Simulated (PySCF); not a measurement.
**How the numerical set-up moves the result for NaV⁺ (quartet)**

Which parts of the numerical set-up matter for NaV⁺ (quartet)? Each run edits the base script.

Computed with PySCF 2.14.0. Level: method and basis as typed in the scripts.

2 further runs of the same task are left out: 1 that didn't finish, 1 set aside as unsound or not needed.

## (1) The starting structure

NaV⁺ (quartet): 2 atoms, charge 1, spin multiplicity 4.

Bond lengths: Na1–V2 2.905 Å.

## (2) Base script

input.py

```python
from pyscf import gto, scf

mol = gto.M(
    atom='Na 0 0 0; V 0 0 2.905',
    basis='pcseg-1',
    charge=1,
    spin=3,
    verbose=4,
)
mf = scf.ROHF(mol)
mf = mf.newton()
mf.kernel()
mf.analyze()
print('orbital energies (hartree):', mf.mo_energy[..., max(0, mol.nelec[1]-3):mol.nelec[0]+3].round(4))
```

The run is started by

```bash
$ python input.py
```

## (3) Spin-free X2C on

Variant 1 changes spin-free X2C: off → on.

input.py, as its differences from that of step 2:

```diff
@@ -10,2 +10,3 @@
 mf = scf.ROHF(mol)
+mf = mf.sfx2c1e()
 mf = mf.newton()
```

## (4) Pcseg-2

Variant 2 changes basis set: pcseg-1 → pcseg-2.

input.py, as its differences from that of step 2:

```diff
@@ -4,3 +4,3 @@
     atom='Na 0 0 0; V 0 0 2.905',
-    basis='pcseg-1',
+    basis='pcseg-2',
     charge=1,
```

## (5) Cartesian functions on

Variant 3 changes Cartesian functions: off → on.

input.py, as its differences from that of step 2:

```diff
@@ -7,2 +7,3 @@
     spin=3,
+    cart=True,
     verbose=4,
```

What does the calculation give? Wanted: for each run, E(SCF); from base.

As calculated:

```csv
run,E(SCF) (hartree),from base (eV),cycles,functions
base,-1104.356933,0,4 macro,41
spin-free X2C on,-1109.029445,-127.1455,4 macro,41
pcseg-2,-1104.503513,-3.9886,4 macro,75
Cartesian functions on,-1104.371115,-0.3859,3 macro,46
```

Of the runs whose energies can be compared, “spin-free X2C on” moves the SCF energy most (-127.146 eV). Scalar relativity lowers the total energy by 127.15 eV, nearly all of it in the inner shells; a basis contracted without relativity catches only part of it. pcseg-2 (75 functions) gives an energy 3.99 eV lower than pcseg-1 (41).
